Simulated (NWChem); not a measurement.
# One shape, several levels: InH3F− (SMILES [H][In-]([H])([H])[F])

We compute a comparison of 3 runs (HF/def2-SVP, B3LYP/def2-SVP, PBE0/def2-SVP) of InH3F−. 

The results are computed with NWChem 7.3.0.

### Step 1. Starting point

The species is InH3F− (5 atoms), meant as a singlet with charge -1. As SMILES, `[H][In-]([H])([H])[F]`. Geometry: a GFN2-xTB relaxation, a rough one for these elements and not checked as a minimum.

Bond lengths: In1–F2 2.018 Å, In1–H3 1.705 Å, In1–H4 1.704 Å, In1–H5 1.706 Å. Angles: F2–In1–H3 105.4°, F2–In1–H4 105.3°, F2–In1–H5 105.1°, H3–In1–H4 113.6°, H3–In1–H5 113.4°, H4–In1–H5 113.0°.

### Step 2. Energy and forces at HF/def2-SVP (core potential) (run 1)

Input file test.xyz:

```xyz
5
FH3In gradient
In     0.001730     0.003130    -0.134360
F      0.009540    -0.019260     1.883540
H      1.643850     0.009670    -0.593190
H     -0.832240     1.425350    -0.564970
H     -0.822880    -1.418880    -0.591010
```

Input file test.nw:

```
start test
title "FH3In gradient"
memory stack 880 mb heap 220 mb global 1100 mb
charge -1

geometry units angstroms noautosym nocenter noautoz
   load test.xyz
end

basis "ao basis" spherical bse
   * library def2-SVP
end

ecp bse
   In library def2-SVP
end

scf
   thresh 1e-08
   maxiter 80
end

task scf gradient
```

On the command line:

```sh
nwchem test.nw > test.out
```

The log of the run:

```text
[...]
  functions       =    55
[...]
  wavefunction    = RHF
[...]
         Total SCF energy =   -290.324525648987
      One-electron energy =   -633.145202224330
      Two-electron energy =    268.331427431972
 Nuclear repulsion energy =     74.489249143371
        Time for solution =      3.9s
[...]
                         RHF ENERGY GRADIENTS
    atom               coordinates                        gradient
                 x          y          z           x          y          z
   1 In      0.003269   0.005915  -0.253904    0.000148   0.000682  -0.011983
   2 F       0.018028  -0.036396   3.559374   -0.000167  -0.000020  -0.007430
   3 H       3.106426   0.018274  -1.120967   -0.022317  -0.000183   0.006536
   4 H      -1.572706   2.693521  -1.067638    0.011316  -0.019771   0.006276
   5 H      -1.555018  -2.681294  -1.116847    0.011021   0.019292   0.006602
[...]
```

It took 5.7 s on 1 thread of Intel Xeon 6975P-C (Granite Rapids), shared host; peak memory 0.1 GiB.

### Step 3. Energy and gradient at B3LYP/def2-SVP (core potential) (run 2)

Input file struct.xyz:

```xyz
5
FH3In gradient
In     0.001730     0.003130    -0.134360
F      0.009540    -0.019260     1.883540
H      1.643850     0.009670    -0.593190
H     -0.832240     1.425350    -0.564970
H     -0.822880    -1.418880    -0.591010
```

Input file struct.nw:

```
start struct
title "FH3In gradient"
memory 2200 mb
charge -1

geometry noautosym nocenter noautoz
load format xyz struct.xyz
end

basis spherical bse
* library def2-SVP
end

ecp bse
In library def2-SVP
end

dft
xc b3lyp
grid xfine
convergence energy 1e-08
iterations 100
mulliken
end

task dft gradient
```

On the command line:

```sh
nwchem struct.nw > struct.out
```

The log of the run:

```text
[...]
          Wavefunction type:  closed shell.
          No. of atoms     :     5
          No. of electrons :    34
[...]
          Charge           :    -1
          Spin multiplicity:     1
[...]
          AO basis - number of functions:    55
[...]
              XC Information
              --------------
                         B3LYP Method XC Potential
                     Hartree-Fock (Exact) Exchange  0.200
                        Slater Exchange Functional  0.800 local
                    Becke 1988 Exchange Functional  0.720 non-local
              Lee-Yang-Parr Correlation Functional  0.810
                  VWN I RPA Correlation Functional  0.190 local
[...]
 d= 0,ls=0.0,diis     1   -291.6903249242 -3.66D+02  3.30D-02  9.42D-01     1.4
[...]
 d= 0,ls=0.0,diis     8   -291.8007465765 -3.05D-10  8.21D-07  2.41D-09     8.6
         Total DFT energy =     -291.800746576502
      One electron energy =     -633.082669482182
           Coulomb energy =      295.430931440690
    Exchange-Corr. energy =      -28.638257678380
 Nuclear repulsion energy =       74.489249143371
[...]
      Total Density - Mulliken Population Analysis
     ---------------------------------------------
    Atom       Charge   Shell Charges
 -----------   ------   -------------------------------------------------------
    1 In  21    20.71  -0.60  2.60  0.80  0.28  2.79  3.22  1.07  0.48  9.62  0.46
    2 F    9     9.54   1.99  1.10  0.85  3.33  2.26  0.00
    3 H    1     1.25   0.70  0.54  0.01
    4 H    1     1.25   0.70  0.54  0.01
    5 H    1     1.25   0.70  0.54  0.01
[...]
  wavefunction    = closed shell
                         DFT ENERGY GRADIENTS
    atom               coordinates                        gradient
                 x          y          z           x          y          z
   1 In      0.003269   0.005915  -0.253904    0.000129   0.000540  -0.004469
   2 F       0.018028  -0.036396   3.559374   -0.000163   0.000038  -0.011485
   3 H       3.106426   0.018274  -1.120967   -0.019071  -0.000148   0.005369
   4 H      -1.572706   2.693521  -1.067638    0.009689  -0.016904   0.005154
   5 H      -1.555018  -2.681294  -1.116847    0.009415   0.016474   0.005431
[...]
```

It took 11 s on 1 thread of Intel Xeon 6975P-C (Granite Rapids), shared host; peak memory 0.13 GiB.

### Step 4. Energy and gradient at PBE0/def2-SVP (core potential) (run 3)

Input file sp.xyz:

```xyz
5
FH3In
In     0.001730     0.003130    -0.134360
F      0.009540    -0.019260     1.883540
H      1.643850     0.009670    -0.593190
H     -0.832240     1.425350    -0.564970
H     -0.822880    -1.418880    -0.591010
```

Input file sp.nw:

```
START sp
TITLE "FH3In"
memory stack 880 mb heap 220 mb global 1100 mb
charge -1
GEOMETRY units angstroms noautosym nocenter noautoz
  load format xyz sp.xyz
END
BASIS "ao basis" spherical bse
  * library def2-SVP
END
ECP bse
  In library def2-SVP
END
DFT
  xc pbe0
  grid xfine
  convergence energy 1e-08
  maxiter 100
  mulliken
END
TASK dft gradient
```

On the command line:

```sh
nwchem sp.nw > sp.out
```

The log of the run:

```text
[...]
          Wavefunction type:  closed shell.
          No. of atoms     :     5
          No. of electrons :    34
[...]
          Charge           :    -1
          Spin multiplicity:     1
[...]
          AO basis - number of functions:    55
[...]
              XC Information
              --------------
                         PBE0 Method XC Functional
                     Hartree-Fock (Exact) Exchange  0.250
          PerdewBurkeErnzerhof Exchange Functional  0.750
            Perdew 1991 LDA Correlation Functional  1.000 local
           PerdewBurkeErnz. Correlation Functional  1.000 non-local
[...]
 d= 0,ls=0.0,diis     1   -291.5155888486 -3.66D+02  3.17D-02  9.39D-01     1.3
[...]
 d= 0,ls=0.0,diis     7   -291.6275092563 -9.43D-09  1.38D-06  2.19D-09     7.7
         Total DFT energy =     -291.627509256324
      One electron energy =     -633.136450268019
           Coulomb energy =      295.481103372805
    Exchange-Corr. energy =      -28.461411504480
 Nuclear repulsion energy =       74.489249143371
[...]
      Total Density - Mulliken Population Analysis
     ---------------------------------------------
    Atom       Charge   Shell Charges
 -----------   ------   -------------------------------------------------------
    1 In  21    20.71  -0.60  2.60  0.79  0.27  2.79  3.22  1.11  0.45  9.63  0.46
    2 F    9     9.56   1.99  1.10  0.86  3.32  2.29  0.00
    3 H    1     1.24   0.69  0.55  0.01
    4 H    1     1.24   0.69  0.55  0.01
    5 H    1     1.25   0.69  0.55  0.01
[...]
  wavefunction    = closed shell
                         DFT ENERGY GRADIENTS
    atom               coordinates                        gradient
                 x          y          z           x          y          z
   1 In      0.003269   0.005915  -0.253904    0.000131   0.000569  -0.006511
   2 F       0.018028  -0.036396   3.559374   -0.000151   0.000006  -0.008546
   3 H       3.106426   0.018274  -1.120967   -0.017807  -0.000144   0.005063
   4 H      -1.572706   2.693521  -1.067638    0.009047  -0.015813   0.004870
   5 H      -1.555018  -2.681294  -1.116847    0.008780   0.015381   0.005125
[...]
```

Run time: 11 s. Hardware: 1 thread of Intel Xeon 6975P-C (Granite Rapids), shared host; peak memory 0.13 GiB.

### Step 5. The series

| run | level | iteration cap | module | energy (Eh) | HOMO energy (eV) | LUMO energy (eV) | HOMO–LUMO gap (eV) | wall time |
| --- | --- | --- | --- | --- | --- | --- | --- | --- |
| 1 | HF/def2-SVP (core potential) | 80 | scf | -290.324526 | -5.30 | 7.55 | 12.84 | 5.7 s |
| 2 | B3LYP/def2-SVP (core potential) | 100 | dft | -291.800747 | -1.86 | 5.06 | 6.92 | 11 s |
| 3 | PBE0/def2-SVP (core potential) | 100 | dft | -291.627509 | -2.10 | 5.30 | 7.40 | 11 s |

### Step 6. Summary of results

| quantity | value |
| --- | --- |
| run 3: total energy | -291.62751 Eh |
| run 3: HOMO energy | -2.10 eV |
| run 3: LUMO energy | 5.30 eV |
| run 3: HOMO–LUMO gap (to an unbound level, set by the basis) | 7.40 eV |
| run 3: largest force on an atom | 0.970 eV/Å |

What this shows: The HOMO–LUMO gap runs from 6.92 eV (B3LYP/def2-SVP) to 12.84 eV (HF/def2-SVP). Exact exchange widens orbital gaps. The empty levels of an anion lie above zero and hang on the basis. Totals of different functionals can't be ranked against each other. All runs together took 27 s, the longest 11 s.
